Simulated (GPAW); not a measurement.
# WS (Pm-3m) in GPAW: convergence with smearing function

Aim: find how far smearing function must go before the results for WS settle, at PBE. This setting moves, with any that are tied to it; all else stays.

All numbers are computed with GPAW 26.7.0; they aren't measurements. Logs are shortened: lines on timing, memory, paths and dates and some standing lists are left out, and cuts for length are marked. The log counts tension as positive stress, the text compression.

**1. The structure**

Symmetry: Pm-3m, No. 221, cubic system. The conventional cell has a = 3.445 Å, b = 3.445 Å, c = 3.445 Å, α = 90.00°, β = 90.00°, γ = 90.00°. W (site symmetry m-3m) is surrounded by 8 S at 2.98 Å. S (site symmetry m-3m) is surrounded by 8 W at 2.98 Å.

The cell was built by a generator and needn't be a form met in nature.

**2. With smearing function fermi-dirac**

The input, run.py:

```python
from ase import Atoms
from ase.dft.bandgap import bandgap
from ase.io import write
from ase.units import GPa
from gpaw import GPAW, PW

atoms = Atoms(['W', 'S'],
              cell=[[3.44484848, 0.0, 0.0],
                    [0.0, 3.44484848, 0.0],
                    [0.0, 0.0, 3.44484848]],
              scaled_positions=[[0.5, 0.5, 0.5],
                                [0.0, 0.0, 0.0]],
              pbc=True)

calc = GPAW(mode=PW(600),
            xc='PBE',
            kpts={'size': (8, 8, 8), 'gamma': True},
            occupations={'name': 'fermi-dirac', 'width': 0.1},
            nbands=20,
            convergence={'density': 1e-05, 'energy': 1e-05},
            maxiter=100,
            txt='gpaw.txt')
atoms.calc = calc
energy = atoms.get_potential_energy()
forces = atoms.get_forces()
stress = atoms.get_stress()
calc.write('gs.gpw')
write('result.traj', atoms)
print(f'Energy: {energy:.6f} eV')
print('Forces (eV/A):')
print(forces.round(4))
print('Stress (GPa):', (stress / GPa).round(3))
print('Fermi level:', round(calc.get_fermi_level(), 4), 'eV')
print(f'Gap: {bandgap(calc)[0]:.4f} eV, direct: {bandgap(calc, direct=True)[0]:.4f} eV')
```

Potentials or basis: GPAW PAW data sets (gpaw-data 1.2.1), pw.

Run with:

```sh
$ OMP_NUM_THREADS=1 python run.py
```

gpaw.txt:

```text
__  _  _
 | _ |_)|_||  |
 |__||  | ||/\| - 26.7.0

Input parameters:
  mode=PW(ecut=600.0),
  convergence={'density': 1e-05, 'energy': 1e-05},
  kpts=MonkhorstPack(size=(8, 8, 8), gamma=True),
  maxiter=100,
  nbands=20,
  occupations=Occupations(name='fermi-dirac', width=0.1),
  xc=XC(name='PBE')

Diagonalizing LCAO Hamiltonian
Converting LCAO to pw mode
   .-------.
  /|       |
 * |       |
 | |  W    |
 | .-------.
 |/       /
 S-------*

Atoms  # Å, Bohr magnetons
|   | symbol |        x |        y |        z |    initial magnetic moments |
|---|--------|----------|----------|----------|-----------------------------|
| 0 |      W | 1.722424 | 1.722424 | 1.722424 | ( 0.0000,  0.0000,  0.0000) |
| 1 |      S | 0.000000 | 0.000000 | 0.000000 | ( 0.0000,  0.0000,  0.0000) |

Unit cell  # Å
| periodic |        x |        y |        z |  lengths |    angles |
|----------|----------|----------|----------|----------|-----------|
|      yes | 3.444848 | 0.000000 | 0.000000 | 3.444848 | 90.000000 |
|      yes | 0.000000 | 3.444848 | 0.000000 | 3.444848 | 90.000000 |
|      yes | 0.000000 | 0.000000 | 3.444848 | 3.444848 | 90.000000 |

Number of symmetries: 48
Symmetry operations  # r_c * U_cc + t_c -> r_c
|    | kind |            matrix            |
|----|------|------------------------------|
|  0 |  E   |  1, 0, 0,  0, 1, 0,  0, 0, 1 |
|  1 |  σ   |  1, 0, 0,  0, 1, 0,  0, 0,-1 |
|  2 |  σ   |  1, 0, 0,  0, 0, 1,  0, 1, 0 |
|  3 |  C4  |  1, 0, 0,  0, 0, 1,  0,-1, 0 |
|  4 |  C4  |  1, 0, 0,  0, 0,-1,  0, 1, 0 |
|  5 |  σ   |  1, 0, 0,  0, 0,-1,  0,-1, 0 |
|  6 |  σ   |  1, 0, 0,  0,-1, 0,  0, 0, 1 |
|  7 |  C2  |  1, 0, 0,  0,-1, 0,  0, 0,-1 |
|  8 |  σ   |  0, 1, 0,  1, 0, 0,  0, 0, 1 |
|  9 |  C2  |  0, 1, 0,  1, 0, 0,  0, 0,-1 |
| 10 |  C3  |  0, 1, 0,  0, 0, 1,  1, 0, 0 |
| 11 |  S6  |  0, 1, 0,  0, 0, 1, -1, 0, 0 |
| 12 |  S6  |  0, 1, 0,  0, 0,-1,  1, 0, 0 |
| 13 |  C3  |  0, 1, 0,  0, 0,-1, -1, 0, 0 |
| 14 |  C4  |  0, 1, 0, -1, 0, 0,  0, 0, 1 |
| 15 |  S4  |  0, 1, 0, -1, 0, 0,  0, 0,-1 |
| 16 |  C3  |  0, 0, 1,  1, 0, 0,  0, 1, 0 |
| 17 |  S6  |  0, 0, 1,  1, 0, 0,  0,-1, 0 |
| 18 |  σ   |  0, 0, 1,  0, 1, 0,  1, 0, 0 |
| 19 |  C4  |  0, 0, 1,  0, 1, 0, -1, 0, 0 |
| 20 |  C2  |  0, 0, 1,  0,-1, 0,  1, 0, 0 |
| 21 |  S4  |  0, 0, 1,  0,-1, 0, -1, 0, 0 |
| 22 |  S6  |  0, 0, 1, -1, 0, 0,  0, 1, 0 |
| 23 |  C3  |  0, 0, 1, -1, 0, 0,  0,-1, 0 |
| 24 |  S6  |  0, 0,-1,  1, 0, 0,  0, 1, 0 |
| 25 |  C3  |  0, 0,-1,  1, 0, 0,  0,-1, 0 |
| 26 |  C4  |  0, 0,-1,  0, 1, 0,  1, 0, 0 |
| 27 |  σ   |  0, 0,-1,  0, 1, 0, -1, 0, 0 |
| 28 |  S4  |  0, 0,-1,  0,-1, 0,  1, 0, 0 |
| 29 |  C2  |  0, 0,-1,  0,-1, 0, -1, 0, 0 |
| 30 |  C3  |  0, 0,-1, -1, 0, 0,  0, 1, 0 |
| 31 |  S6  |  0, 0,-1, -1, 0, 0,  0,-1, 0 |
| 32 |  C4  |  0,-1, 0,  1, 0, 0,  0, 0, 1 |
| 33 |  S4  |  0,-1, 0,  1, 0, 0,  0, 0,-1 |
| 34 |  S6  |  0,-1, 0,  0, 0, 1,  1, 0, 0 |
| 35 |  C3  |  0,-1, 0,  0, 0, 1, -1, 0, 0 |
| 36 |  C3  |  0,-1, 0,  0, 0,-1,  1, 0, 0 |
| 37 |  S6  |  0,-1, 0,  0, 0,-1, -1, 0, 0 |
| 38 |  σ   |  0,-1, 0, -1, 0, 0,  0, 0, 1 |
| 39 |  C2  |  0,-1, 0, -1, 0, 0,  0, 0,-1 |
| 40 |  σ   | -1, 0, 0,  0, 1, 0,  0, 0, 1 |
| 41 |  C2  | -1, 0, 0,  0, 1, 0,  0, 0,-1 |
| 42 |  C2  | -1, 0, 0,  0, 0, 1,  0, 1, 0 |
| 43 |  S4  | -1, 0, 0,  0, 0, 1,  0,-1, 0 |
| 44 |  S4  | -1, 0, 0,  0, 0,-1,  0, 1, 0 |
| 45 |  C2  | -1, 0, 0,  0, 0,-1,  0,-1, 0 |
| 46 |  C2  | -1, 0, 0,  0,-1, 0,  0, 0, 1 |
| 47 |  i   | -1, 0, 0,  0,-1, 0,  0, 0,-1 |

BZ-sampling:
  Number of BZ points: 512
  Number of IBZ points: 35

  Monkhorst-Pack size: [8, 8, 8]
  Monkhorst-Pack shift: [0.0625, 0.0625, 0.0625]

K-points  # in reciprocal-cell coordinates
|     |                                coordinates |     weight |
|-----|--------------------------------------------|------------|
|   0 | (  0.00000000,   0.00000000,   0.00000000) | 0.00195312 |
|   1 | (  0.12500000,   0.00000000,   0.00000000) | 0.01171875 |
|   2 | (  0.12500000,   0.12500000,   0.00000000) | 0.02343750 |
|   3 | (  0.12500000,   0.12500000,   0.12500000) | 0.01562500 |
|   4 | (  0.25000000,   0.00000000,   0.00000000) | 0.01171875 |
|   5 | (  0.25000000,   0.12500000,   0.00000000) | 0.04687500 |
|   6 | (  0.25000000,   0.12500000,   0.12500000) | 0.04687500 |
|   7 | (  0.25000000,   0.25000000,   0.00000000) | 0.02343750 |
|   8 | (  0.25000000,   0.25000000,   0.12500000) | 0.04687500 |
|   9 | (  0.25000000,   0.25000000,   0.25000000) | 0.01562500 |
| ... |                                            |            |
|  34 | (  0.50000000,   0.50000000,   0.50000000) | 0.00195312 |

Plane wave coefficients: 1406
Cutoff: 600.0 eV

Spin-components: 1 (collinear spins)
Bands:           20
Projectors:      11
Spin-degeneracy: 2
Datatype:        complex128

Parallelization:
  kpt:    1
  domain: 1
  band:   1

Density:
  Valence electrons: 20.0
  Components: 1
  Grid points: [20 20 20]
  Charge: 0.0  # |e|

Potential:
  Grid points: [20 20 20]

species:
  W:
    name:    Tungsten
    Z:       74.0
    valence: 14
    core:    60
    charge:  0.0  # [|e|]
    compensation charges:
      type: gauss
      rc: 0.40  # [Å]
      lmax: 2
    cutoffs:
      filter: 2.36  # [Å]
      core: 3.02  # [Å]
    projectors
    | kind |    occ | energy [eV] | rcut [Å] |
    |------|--------|-------------|----------|
    |   5s |  2.000 |     -78.830 |    1.344 |
    |   6s |  2.000 |      -5.697 |    1.344 |
    |   5p |  6.000 |     -43.233 |    1.355 |
    |   6p |  0.000 |      -1.367 |    1.355 |
    |   5d |  4.000 |      -4.494 |    1.228 |
    |    d |        |      22.717 |    1.228 |

    Using partial waves for W as LCAO basis

  S:
    name:    Sulfur
    Z:       16.0
    valence: 6
    core:    10
    charge:  0.0  # [|e|]
    compensation charges:
      type: gauss
      rc: 0.24  # [Å]
      lmax: 2
    cutoffs:
      filter: 1.77  # [Å]
      core: 1.66  # [Å]
    projectors
    | kind |    occ | energy [eV] | rcut [Å] |
    |------|--------|-------------|----------|
    |   3s |  2.000 |     -17.254 |    0.974 |
    |   3p |  4.000 |      -7.008 |    0.979 |
    |    s |        |       9.957 |    0.974 |
    |    p |        |      20.203 |    0.979 |
    |    d |        |       0.000 |    0.900 |

    Using partial waves for S as LCAO basis

Reference energy: -449629.291553  # eV

eigensolver:
  PPCG
  Converge bands: occupied
  niter=2

density mixing:
  MSR1-Mixer
  Pratt-step length: 0.05
  Maximum mixing coefficient: 0.75
  Old densities: 10
  SVD Regularization: 0.005
  Good broyden scale: 1.0
  Trust region scale: 1.0
  Backstep threshold: 4.0
  History deletion threshold: 6.0
  Fourier metric: weight=20.0, sigma=0.015

occupation numbers:
  Fermi-Dirac:
    width: 0.1000  # eV

poisson solver:
  ecut: 4800.0  # eV

xc functional:
  name: PBE with 2 nearest neighbor stencil

convergence criteria:
- Maximum integral of absolute [dens]ity change: 1e-05 electrons / valence electron
- Maximum [total energy] change in last 3 cyles: 1e-05 eV / valence electron
- Maximum integral of absolute [eigenst]ate change: 4e-08 eV^2 / valence electron
maximum number of iterations: 100

SCF iterations
|iter     | |      energy | eigst |  dens |
|---------|-|-------------|-------|-------|
|iter:   1| |  -13.039208 | -0.15 |       |
|iter:   2| |  -12.996216 | -2.27 | -1.31 |
|iter:   3| |  -12.899487 | -2.16 | -1.37 |
|iter:   4| |  -12.903023 | -3.20 | -1.75 |
|iter:   5| |  -12.905176 | -3.55 | -2.07 |
|iter:   6| |  -12.905126 | -4.62 | -2.57 |
|iter:   7| |  -12.905134c| -6.60 | -3.66 |
|iter:   8| |  -12.905135c| -7.40c| -4.10 |
|iter:   9| |  -12.905135c| -8.96c| -5.36c|

Converged in 9 steps
Energy contributions relative to reference atoms: (reference = -449629.291553)

Energy contributions:
  Kinetic:         -32.478937
  Coulomb:          26.660804
  Zero:              0.049258
  External:          0.000000
  Xc:               -7.078073
  Entropy:          -0.116374
  Spinorbit:         0.000000
  ----------------------------
  Free energy:     -12.963322
  Extrapolated:    -12.905135

dipole moment: (-11.082623, -11.082623, -11.082623)  # |e|*Ang

Fermi level: 8.558
Eigenvalues  # (at kpt = [0.000, 0.000, 0.000])
| band index |      eig [eV] | occ [0-2] |
|------------|---------------|-----------|
|          0 |       -66.106 |     2.000 |
|        ... |               |           |
|          3 |       -30.428 |     2.000 |
|          4 |        -5.922 |     2.000 |
|          5 |         6.117 |     2.000 |
|          6 |         6.117 |     2.000 |
|          7 |         6.218 |     2.000 |
|          8 |         6.218 |     2.000 |
[... 9 lines left out ...]
|         18 |        21.755 |     0.000 |
|         19 |        22.582 |     0.000 |

No gap
No difference between direct/indirect transitions

Forces  # eV/Ang
|        x |        y |        z |
|----------|----------|----------|
|  0.00000 |  0.00000 |  0.00000 |  # W    0
| -0.00000 | -0.00000 | -0.00000 |  # S    1

Stress tensor  # eV/Ang^3
|        x |        y |        z |
|----------|----------|----------|
| 0.220570 | 0.000000 | 0.000000 |
| 0.000000 | 0.220570 | 0.000000 |
| 0.000000 | 0.000000 | 0.220570 |

# Writing to gs.gpw (mode='')
```

Wall time 11 s (1 thread of Arm Neoverse V2, shared host); peak memory 0.15 GiB.

What came out:

| Item | Value |
| --- | --- |
| Free energy | -12.9633 eV |
| Pressure | -35.3 GPa |
| Band gap on the k mesh | none (metal or under the smearing width) |

**3. With smearing function gaussian**

run.py: that of step 2 with these lines changed.

```diff
@@ -17,3 +17,3 @@
             kpts={'size': (8, 8, 8), 'gamma': True},
-            occupations={'name': 'fermi-dirac', 'width': 0.1},
+            occupations={'name': 'methfessel-paxton', 'order': 0, 'width': 0.1},
             nbands=20,
```

Potentials or basis: GPAW PAW data sets (gpaw-data 1.2.1), pw.

Run with:

```sh
$ OMP_NUM_THREADS=1 python run.py
```

Wall time 11 s (1 thread of Arm Neoverse V2, shared host); peak memory 0.15 GiB.

The run converged. Its results:

* Free energy: -12.9137 eV
* Pressure: -35.8 GPa
* Band gap on the k mesh: none (metal or under the smearing width)

**4. With smearing function marzari-vanderbilt**

run.py: that of step 3 with these lines changed.

```diff
@@ -17,3 +17,3 @@
             kpts={'size': (8, 8, 8), 'gamma': True},
-            occupations={'name': 'methfessel-paxton', 'order': 0, 'width': 0.1},
+            occupations={'name': 'marzari-vanderbilt', 'width': 0.1},
             nbands=20,
```

Run with:

```sh
$ OMP_NUM_THREADS=1 python run.py
```

It took 11 s on 1 thread of Arm Neoverse V2, shared host; peak memory 0.15 GiB.

It converged, with:

- Free energy: -12.9057 eV
- Pressure: -35.8 GPa
- Band gap on the k mesh: none (metal or under the smearing width)

**5. With smearing function methfessel-paxton**

run.py: that of step 4 with these lines changed.

```diff
@@ -17,3 +17,3 @@
             kpts={'size': (8, 8, 8), 'gamma': True},
-            occupations={'name': 'marzari-vanderbilt', 'width': 0.1},
+            occupations={'name': 'methfessel-paxton', 'width': 0.1, 'order': 1},
             nbands=20,
```

Run with:

```sh
$ OMP_NUM_THREADS=1 python run.py
```

Run time: 11 s. Hardware: 1 thread of Arm Neoverse V2, shared host; peak memory 0.15 GiB.

It converged, with:

- Free energy: -12.9046 eV
- Pressure: -35.9 GPa
- Band gap on the k mesh: none (metal or under the smearing width)

**6. With smearing function tetrahedron-method**

run.py: that of step 5 with these lines changed.

```diff
@@ -17,3 +17,3 @@
             kpts={'size': (8, 8, 8), 'gamma': True},
-            occupations={'name': 'methfessel-paxton', 'width': 0.1, 'order': 1},
+            occupations={'name': 'tetrahedron-method'},
             nbands=20,
```

Potentials or basis: GPAW PAW data sets (gpaw-data 1.2.1), pw.

Run with:

```sh
$ OMP_NUM_THREADS=1 python run.py
```

It took 12 s on 1 thread of Arm Neoverse V2, shared host; peak memory 0.15 GiB.

The run converged. Its results:

| Item | Value |
| --- | --- |
| Free energy | -12.8098 eV |
| Pressure | -35.5 GPa |
| Band gap on the k mesh | none (metal or under the smearing width) |

**7. With smearing function improved-tetrahedron-method**

run.py: that of step 6 with these lines changed.

```diff
@@ -17,3 +17,3 @@
             kpts={'size': (8, 8, 8), 'gamma': True},
-            occupations={'name': 'tetrahedron-method'},
+            occupations={'name': 'improved-tetrahedron-method'},
             nbands=20,
```

Run with:

```sh
$ OMP_NUM_THREADS=1 python run.py
```

It took 12 s on 1 thread of Arm Neoverse V2, shared host; peak memory 0.15 GiB.

The run converged. Its results:

| Property | Result |
| --- | --- |
| Free energy | -12.9088 eV |
| Pressure | -36.1 GPa |
| Band gap on the k mesh | none (metal or under the smearing width) |

**8. With smearing function fixed**

run.py: that of step 7 with these lines changed.

```diff
@@ -17,3 +17,3 @@
             kpts={'size': (8, 8, 8), 'gamma': True},
-            occupations={'name': 'improved-tetrahedron-method'},
+            occupations={'width': 0.0},
             nbands=20,
```

Run with:

```sh
$ OMP_NUM_THREADS=1 python run.py
```

Wall time 11 s (1 thread of Arm Neoverse V2, shared host); peak memory 0.15 GiB.

The run converged. Its results:

- Free energy: -12.9032 eV
- Pressure: -35.7 GPa
- Band gap on the k mesh: none (metal or under the smearing width)

**9. Result**

```
          smearing function  energy less the tightest run, at zero smearing (meV/atom)  pressure (GPa)  SCF cycles  CPU time (s)  peak memory (GiB)
                fermi-dirac                                                      -0.98          -35.34           9            11               0.15
                   gaussian                                                      -0.74          -35.80           9            11               0.15
         marzari-vanderbilt                                                      -1.29          -35.82           9            11               0.15
          methfessel-paxton                                                      -0.47          -35.86           9            11               0.15
         tetrahedron-method                                                      46.68          -35.49          10            12               0.15
improved-tetrahedron-method                                                      -2.79          -36.11           9            12               0.15
                      fixed                                                       0.00          -35.71           9            11               0.15
```

Not settled before the last step: the energy (to 1 meV/atom), the pressure (to 0.1 GPa). Narrower smearing needs a denser k mesh, so at a fixed mesh the narrowest width isn't the most accurate. The tightest run that finished is the yardstick and may itself not be fully converged.

Caveats: a pressure of tens of GPa on the cell as given is suspect, and the run, the potentials or the cell itself is likely at fault.
